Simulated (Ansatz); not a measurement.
# C₂H₆Al₂: how energies converge with the basis set

An exercise on one series of results from a longer session: the logs are not shown, and one member is left open.

Program: Ansatz 0.2.0, Gaussian basis. Level of theory: one geometry, several basis sets. These are calculated values, not measurements.

The runs, in order: PBE0-D4/def2-SVP; ωB97M-V/def2-SVP; PBE0-D4/def2-QZVPP; ωB97M-V/def2-QZVPP; the functionals' def2-TZVPP values are taken from earlier runs.

**The geometry**

An earlier PBE0-D4 in a triple-zeta def2 set relaxation fixed the geometry.

SMILES `C[CH]1[AlH][AlH]1`, 10 atoms, charge 0, spin multiplicity 1.

Atoms are counted from 1 here; the program's logs count them from 0.

Bond lengths: C1–C2 1.511 Å, C1–H5 1.093 Å, C1–H6 1.095 Å, C1–H7 1.095 Å, C2–Al3 1.957 Å, C2–Al4 1.974 Å, C2–H8 1.139 Å, Al3–Al4 2.432 Å, Al3–H9 1.596 Å, Al4–H10 1.597 Å. Angles: C2–C1–H5 109.9°, C2–C1–H6 112.9°, C2–C1–H7 112.7°, H5–C1–H6 106.8°, H5–C1–H7 106.7°, H6–C1–H7 107.5°, C1–C2–Al3 138.4°, C1–C2–Al4 138.9°, C1–C2–H8 112.0°, Al3–C2–Al4 76.4°, Al3–C2–H8 90.1°, Al4–C2–H8 82.4°, C2–Al3–Al4 52.1°, C2–Al3–H9 136.4°, Al4–Al3–H9 163.5°, C2–Al4–Al3 51.5°, C2–Al4–H10 135.1°, Al3–Al4–H10 170.8°.

Set-up of the first run:

Input file in.yaml:

```yaml
crystal:
  periodic: [false, false, false]
  atoms:
    - {symbol: C, position_ang: [-1.195187, 0.750541, -0.306180]}
    - {symbol: C, position_ang: [-0.011457, -0.155639, -0.056694]}
    - {symbol: Al, position_ang: [0.793509, -1.132948, 1.435854]}
    - {symbol: Al, position_ang: [1.891675, -0.289232, -0.563557]}
    - {symbol: H, position_ang: [-1.096709, 1.663416, 0.286791]}
    - {symbol: H, position_ang: [-1.280447, 1.060212, -1.352721]}
    - {symbol: H, position_ang: [-2.146481, 0.290631, -0.019889]}
    - {symbol: H, position_ang: [-0.081374, -1.122688, -0.654343]}
    - {symbol: H, position_ang: [0.408237, -1.451596, 2.951006]}
    - {symbol: H, position_ang: [2.801434, 0.336101, -1.717564]}
basis:
  gaussian: {orbitals: def2-SVP}
hamiltonian: {xc: pbe0, dispersion: d4}
output: {orbitals: {seedname: orbitals}}
```

Run with:

```bash
$ ansatz run in.yaml --threads 2 --pin off --events-out ev --progress --plain --max-ram 4352MiB
```

Among the steps run: PBE0-D4 in def2-SVP; ωB97M-V in def2-SVP; PBE0-D4 in def2-QZVPP; ωB97M-V in def2-QZVPP.

One table of the session follows, with a row left open; its other results are not shown here.

It belongs to the step «Density functionals: the series». 

```
functional       basis  HOMO (eV)  LUMO (eV)
   PBE0-D4    def2-SVP      -5.66      -1.87
   PBE0-D4  def2-TZVPP          ?          ?
   PBE0-D4  def2-QZVPP      -5.65      -1.91
   ωB97M-V    def2-SVP      -7.45      -0.11
   ωB97M-V  def2-TZVPP      -7.48      -0.21
   ωB97M-V  def2-QZVPP      -7.50      -0.34
```

Q: Estimate the row for PBE0-D4, def2-TZVPP from the others.

**Answer.** HOMO (eV): -5.65; LUMO (eV): -1.89.
